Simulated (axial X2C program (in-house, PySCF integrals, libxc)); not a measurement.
# NNdO⁻: Ω levels from open-shell CI on f(δφ)2 f(π)0

Aim: the spin–orbit levels of NNdO⁻ that arise from the configuration f(δφ)2 f(π)0 of Nd, and how they move with the bond.

The runs use an in-house X2C program for linear molecules on PySCF integrals; two-component X2C, average-of-configuration Hartree–Fock and CI in the open shells.

All values are calculated.

**1. The job**

task.json

```json
{
 "zs": [
  7,
  60,
  8
 ],
 "q": -1,
 "bas": [
  "dyall-v3z",
  "dyall-v3z",
  "dyall-v3z"
 ],
 "r0": 1.72,
 "metal": 1,
 "shells": [
  [
   3,
   [
    2,
    3
   ],
   2
  ],
  [
   3,
   [
    1
   ],
   0
  ]
 ],
 "fix": 0,
 "emax": 3.5,
 "nroots": 6,
 "r2": 1.72
}
```

Keys: zs atomic numbers; q charge; bas basis sets; r0 starting distance in Å; metal index of the metal atom; shells open shells as [l, |m| values, electrons]; fix electron count of the first shell held; emax energy window in eV; nroots roots for each Ω; r2 second bond in Å, held.

Launch:

```bash
$ python soci.py task.json out
```

Two-component X2C with atomic mean-field Coulomb and Gaunt terms, basis N dyall-v3z, Nd dyall-v3z, O dyall-v3z (cores contracted in-house). Orbitals come from Hartree–Fock averaged over the configuration Nd f(δφ)2 f(π)0; CI then distributes these electrons over the f(δφ), f(π) shells of Nd.

**2. CI at N–Nd–O held linear, bonds 1.755 and 1.720 Å (the second held)**

What does the calculation give? Wanted: lowest level of the model; next level; lowest curve, Re and ωe.

The runs gave:

```
                 quantity                          value
lowest level of the model  Ω = 4, g∥ = 6.07, 100% f(δφ)2
               next level        Ω = 5, 2270 cm⁻¹ higher
  lowest curve, Re and ωe            1.756 Å, 890.4 cm⁻¹
```

In the lowest level ⟨Sz⟩ = -0.96 and ⟨Lz⟩ = 4.96; its leading determinant has weight 0.81 among 5. From 1.755 to 1.974 Å the gap from the lowest to the fifth level goes from 6430 to 6536 cm⁻¹. Without dynamic correlation distances can be off by several hundredths of an Å, and the wavenumbers are rough. Dynamic correlation is missing, so gaps between terms are too wide and other configurations may lie lower; the lowest level listed is that of this model, not necessarily the ground state. At most 6 roots were kept for each Ω > 0 (twice that for Ω = 0) within 3.5 eV of the lowest, so higher up levels can be missing between those listed; levels with Ω > 0 are doubly degenerate and listed once, Ω = 0 levels singly. Some active spinors are only partly of the character that their shell is named for, so the shell names and counts are nominal. States that fill the shells left empty in the average are placed too high. For an anion, levels above electron detachment are held by the basis set. The molecule was held linear; bending was not examined.
